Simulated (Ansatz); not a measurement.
# SiBH4NO: basis-set convergence

How large a basis does SiBH4NO need? Two functionals are run in growing sets.

Method: one geometry, several basis sets; program: Ansatz 0.2.0, Gaussian basis.

The runs, in order: PBE0-D4/def2-SVP; ωB97M-V/def2-SVP; PBE0-D4/def2-QZVPP; ωB97M-V/def2-QZVPP; the functionals' def2-TZVPP values are taken from earlier runs.

### 1 Structure used throughout

All runs share one geometry, relaxed beforehand with PBE0-D4 in a triple-zeta def2 set.

SMILES `NB1O[SiH2]1`, 8 atoms, charge 0, spin multiplicity 1.

Atoms are counted from 1 here; the program's logs count them from 0.

Bond lengths: N1–B2 1.384 Å, N1–H5 1.003 Å, N1–H6 1.007 Å, B2–O3 1.370 Å, B2–Si4 1.889 Å, O3–Si4 1.728 Å, Si4–H7 1.484 Å, Si4–H8 1.484 Å. Angles: B2–N1–H5 122.8°, B2–N1–H6 122.3°, H5–N1–H6 114.9°, N1–B2–O3 132.1°, N1–B2–Si4 166.3°, O3–B2–Si4 61.6°, B2–O3–Si4 74.2°, B2–Si4–O3 44.2°, B2–Si4–H7 125.1°, B2–Si4–H8 125.1°, O3–Si4–H7 113.0°, O3–Si4–H8 113.0°, H7–Si4–H8 109.6°.

### 2 PBE0-D4 in def2-SVP

The input, in.yaml:

```yaml
crystal:
  periodic: [false, false, false]
  atoms:
    - {symbol: N, position_ang: [-0.560368, 1.583653, -0.439149]}
    - {symbol: B, position_ang: [-0.094387, 0.343694, -0.038669]}
    - {symbol: O, position_ang: [0.408156, -0.107998, 1.153457]}
    - {symbol: Si, position_ang: [0.438647, -1.464844, 0.084438]}
    - {symbol: H, position_ang: [-0.903440, 1.762066, -1.364592]}
    - {symbol: H, position_ang: [-0.580019, 2.377415, 0.180507]}
    - {symbol: H, position_ang: [1.810268, -1.970094, -0.171624]}
    - {symbol: H, position_ang: [-0.426756, -2.580993, 0.539932]}
basis:
  gaussian: {orbitals: def2-SVP}
hamiltonian: {xc: pbe0, dispersion: d4}
output: {orbitals: {seedname: orbitals}}
```

Command:

```console
> ansatz run in.yaml --threads 2 --pin off --events-out ev --progress --plain --max-ram 4352MiB
```

After this run come: ωB97M-V in def2-SVP; PBE0-D4 in def2-QZVPP; ωB97M-V in def2-QZVPP.

Q: Predict the results of all the runs planned. Wanted: PBE0-D4: double and triple zeta above quadruple; ωB97M-V: double and triple zeta above quadruple.

The runs gave:

| quantity | value |
| --- | --- |
| PBE0-D4: double and triple zeta above quadruple | 8.38, 0.52 eV |
| ωB97M-V: double and triple zeta above quadruple | 8.49, 0.48 eV |

For PBE0-D4 the step from double to triple zeta gains 7.86 eV and the next only 0.52 eV. Total energies overstate the basis error of differences, where much of it tends to cancel. The LUMO of ωB97M-V is positive and keeps falling with the basis (1.89 to 1.01 eV): an unbound level that the basis holds in place.
